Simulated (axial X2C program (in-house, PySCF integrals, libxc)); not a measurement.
**ZrGe: properties at the nuclei**

Wanted for ZrGe: properties at the nuclei, at the two-component level.

Program: an in-house X2C program for linear molecules on PySCF integrals. Level of theory: two-component X2C with atomic mean-field terms, Zr dyall-cv3z, Ge dyall-cv3z. These are calculated values, not measurements.

## 1. Set-up

task.json reads:

```json
{"zs": [40, 32], "q": 0, "bas": ["dyall-cv3z", "dyall-cv3z"], "r0": 2.75, "levels": ["PBE0", "HF", "BP86", "PBE", "TPSSh"], "nst": 3}
```

Keys: zs atomic numbers; q charge; bas basis sets; r0 starting distance in Å; levels methods (HF also brings MP2); nst determinants followed.

Command:

```console
$ python soeom.py task.json out
```

Further steps of the session: Expectation values, lowest determinant; Expectation values, a higher determinant; Expectation values, a higher determinant.

What does the calculation give? Wanted: lowest determinant; Eeff magnitude; Ws magnitude Zr; A∥/gI Zr; qzz Zr; higher determinant (for each run or level that gives them).

The runs gave:

| quantity | value |
| --- | --- |
| lowest determinant | Ω = 4 (excess of +ω over −ω: ω = 3/2, ω = 5/2) |
| Eeff magnitude (GV/cm), PBE0 | 0.897 |
| Ws magnitude Zr (kHz), PBE0 | 0.0753 |
| A∥/gI Zr (MHz), PBE0 | 265 |
| qzz Zr (a.u.), PBE0 | -0.41 |
| higher determinant | Ω = 2 (excess of +ω over −ω: ω = 1/2, ω = 3/2) |
| Eeff magnitude (GV/cm), PBE0, higher determinant | 1.25 |
| Ws magnitude Zr (kHz), PBE0, higher determinant | 0.233 |
| A∥/gI Zr (MHz), PBE0, higher determinant | 362 |
| qzz Zr (a.u.), PBE0, higher determinant | -2.44 |
| higher determinant | Ω = 1 (excess of +ω over −ω: ω = -1/2, ω = 3/2) |
| Eeff magnitude (GV/cm), PBE0, higher determinant | 2.18 |
| Ws magnitude Zr (kHz), PBE0, higher determinant | 0.989 |
| A∥/gI Zr (MHz), PBE0, higher determinant | -636 |
| qzz Zr (a.u.), PBE0, higher determinant | -2.49 |

In the first state, the effective field runs from 0.853 to 6.2 GV/cm over the mean-field levels, so the levels don't agree on it. The expectation values come from single determinants, which for open shells can mix terms of unlike spin or miss the lowest Ω, so a determinant need not be a state. Eeff is the effective electric field on the electron dipole moment in this Ω state and Ws the scalar–pseudoscalar constant (defined with the proton number Z and per Ω); A∥ is the parallel hyperfine constant, which follows by multiplying with the nuclear g factor gI = μI/(I μN); qzz is the electric field gradient, eQq0 = 234.96 MHz × Q/barn × qzz; μ is positive if Ge is the positive end. The operators were transformed with the bare-nucleus X2C matrices.
